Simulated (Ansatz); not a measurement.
The system is Ta3AsAu2O13.

```xyz
19
Lattice="5.7238 -0.0075 -0.0040 1.3028 6.2550 0.0056 0.2757 1.3007 8.3675" Properties=species:S:1:pos:R:3 pbc="T T T"
Ta    1.8016    2.6675    4.8901
Ta    0.6106    1.9943    8.3559
Ta    4.2828    4.5395    4.2252
As    4.7578    6.6860    6.9518
Au    3.4916    0.8150    1.5556
Au    1.4492    5.7148    3.7432
O     4.8936    5.2811    5.9496
O     3.3221    1.7411    5.8246
O     6.2809    6.7422    7.6940
O     3.3672    6.6706    7.9235
O     4.5687    1.8638    0.2577
O     1.7240    1.5064    0.9269
O     0.9962    1.2256    4.1088
O     3.3758    2.9946    3.6400
O     0.9058    2.6910    6.5776
O     6.1615    3.9169    3.8186
O     4.0664    5.7780    2.9290
O     2.4385    4.7506    5.2300
O     6.5613    6.2408    1.8957
```

The cell was built by a generator and needn't be a form met in nature.

Base run:

- Program: Ansatz 0.2.0
- Functional: PBE
- Potentials or basis: Ansatz PAW
- Cutoff: 420 eV (not typed: the program's choice for these potentials)
- k mesh: 5 × 5 × 4
- Occupations: fermi-dirac, width 0.05 eV
- Spin: no spin polarisation
- Hubbard terms: Au d U = 8 eV, Ta d U = 8 eV

Its results: band gap on the k mesh 1.41 eV, direct; pressure 3.2 GPa; largest force 0.508 eV/Å.

Q: The run is repeated on the same cell with these changes: hubbard terms from Au d U = 8 eV, Ta d U = 8 eV to Au d U = 4 eV, Ta d U = 4 eV. What comes out?

A: Band gap on the k mesh 1.46 eV, direct; pressure 1.4 GPa; largest force 0.228 eV/Å.

Caveats: odd divisions of the mesh miss points on the zone boundary, where band edges often lie, so the gap on the mesh can be too wide; spin-orbit coupling is left out, which moves the levels of the heavy elements.

A k mesh can miss the band edges.
